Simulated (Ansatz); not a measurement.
# Si16O: the cost of one run

All numbers below are computed with Ansatz 0.2.0 (DFT LDA, plane waves, PAW, scalar-relativistic, collinear spin).

## Step 1: The system as given

The cell holds 17 atoms (OSi16): a = 7.679 Å, b = 7.679 Å, c = 7.679 Å, α = 60.00°, β = 60.00°, γ = 60.00°.

Its coordinates follow in the input file.

## Step 2: Preparing the start

input.yaml

```yaml
accuracy: low
crystal:
  lattice:
    - [0.0, 5.43, 5.43]
    - [5.43, 0.0, 5.43]
    - [5.43, 5.43, 0.0]
  atoms:
    - { symbol: Si, position: [0.0, 0.0, 0.0] }
    - { symbol: Si, position: [0.125, 0.125, 0.125] }
    - { symbol: Si, position: [0.0, 0.0, 0.5] }
    - { symbol: Si, position: [0.125, 0.125, 0.625] }
    - { symbol: Si, position: [0.0, 0.5, 0.0] }
    - { symbol: Si, position: [0.125, 0.625, 0.125] }
    - { symbol: Si, position: [0.0, 0.5, 0.5] }
    - { symbol: Si, position: [0.125, 0.625, 0.625] }
    - { symbol: Si, position: [0.5, 0.0, 0.0] }
    - { symbol: Si, position: [0.625, 0.125, 0.125] }
    - { symbol: Si, position: [0.5, 0.0, 0.5] }
    - { symbol: Si, position: [0.625, 0.125, 0.625] }
    - { symbol: Si, position: [0.5, 0.5, 0.0] }
    - { symbol: Si, position: [0.625, 0.625, 0.125] }
    - { symbol: Si, position: [0.5, 0.5, 0.5] }
    - { symbol: Si, position: [0.625, 0.625, 0.625] }
    - { symbol: O, position: [0.2457996, 0.7517423, 0.75427], spin: 1.0 }
magnetization:
  spin_polarized: true
basis:
  ecutwfc: 420.0
kpoints:
  mp_grid: { grid: [2, 2, 2] }
hamiltonian:
  xc: lda
  pseudopotentials: { kind: paw, azcp: { folder: soft_1 } }
scf:
  occupations: { method: fermi_dirac, width: 0.02 }
  lower_state_search: "off"
relax:
  f_tol: 0.08
  max_steps: 25
  adjacent_minimum: "off"
```

Launch:

```sh
$ ansatz run input.yaml --threads 1 --pin off --max-ram 3072MiB --backend cpu --events-out ev --progress --plain --runs-dir out
```

What time and memory should one allow on 1 thread of Arm Neoverse V1, shared host?

About 6.1 min, with a peak of 0.89 GiB.
